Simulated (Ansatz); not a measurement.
# CHNZn: geometry and frequencies at several levels

An exercise on one series of results from a longer session: the logs are not shown, and one member is left open.

Method: the levels named in each step, in Ansatz 0.2.0.

## The system as given

Bond lengths: N1–C2 1.145 Å, C2–Zn3 1.951 Å, Zn3–H4 1.493 Å. Angles: N1–C2–Zn3 180.0°, C2–Zn3–H4 180.0°.

Coordinates:

```xyz
4

N     0.0000    0.0000   -2.2079
C     0.0000    0.0000   -1.0625
Zn    0.0000    0.0000    0.8889
H     0.0000    0.0000    2.3815
```

Set-up of the first run:

The input, input.yaml:

```yaml
crystal:
  periodic: [false, false, false]
  atoms:
    - { symbol: "N", position_ang: [0.0, 0.0, -2.20787] }
    - { symbol: C, position_ang: [0.0, 0.0, -1.06246] }
    - { symbol: Zn, position_ang: [0.0, 0.0, 0.88885] }
    - { symbol: H, position_ang: [0.0, 0.0, 2.38148] }
basis:
  gaussian: { orbitals: def2-SVP }
hamiltonian:
  xc: pbe
  dispersion: d4
relax:
  f_tol: 0.03
  max_steps: 200
```

Launch:

```
ansatz run input.yaml --threads 2 --pin off --max-ram 5120MiB --backend cpu --events-out ev --progress --plain --runs-dir out
```

Steps of the session up to this table: A rough first relaxation, PBE-D4/def2-SVP; Relaxation, PBE0-D4/def2-TZVPP; Frequencies, PBE0-D4/def2-TZVPP; Relaxation, PBE-D4/def2-TZVPP; Frequencies, PBE-D4/def2-TZVPP; Relaxation, r2SCAN-D4/def2-TZVPP; Frequencies, r2SCAN-D4/def2-TZVPP; Relaxation, B3LYP-D4/def2-TZVPP; Frequencies, B3LYP-D4/def2-TZVPP; Relaxation, B2PLYP/def2-TZVPP.

One of the session's tables, all rows but one given; the rest of the session is left out.

It belongs to the step «Geometries side by side». 

| level | N1–C2 (Å) | C2–Zn3 (Å) | rotational constants (MHz) | dipole (D) | highest frequency (cm⁻¹) |
| --- | --- | --- | --- | --- | --- |
| PBE0-D4/def2-TZVPP | ? | ? | ? | ? | ? |
| PBE-D4/def2-TZVPP | 1.1670 | 1.9043 | 3816.3 | 3.47 | 2204 |
| r2SCAN-D4/def2-TZVPP | 1.1582 | 1.8937 | 3864.1 | 3.51 | 2268 |
| B3LYP-D4/def2-TZVPP | 1.1545 | 1.9133 | 3815.8 | 3.63 | 2288 |
| B2PLYP/def2-TZVPP | 1.1624 | 1.9061 | 3821.2 | 3.56 | - |

Q: Estimate the row for PBE0-D4/def2-TZVPP from the others.

The run gave: N1–C2 (Å): 1.1539; C2–Zn3 (Å): 1.9064; rotational constants (MHz): 3835.8; dipole (D): 3.57; highest frequency (cm⁻¹): 2312. In the column «N1–C2 (Å)» it is the lowest.
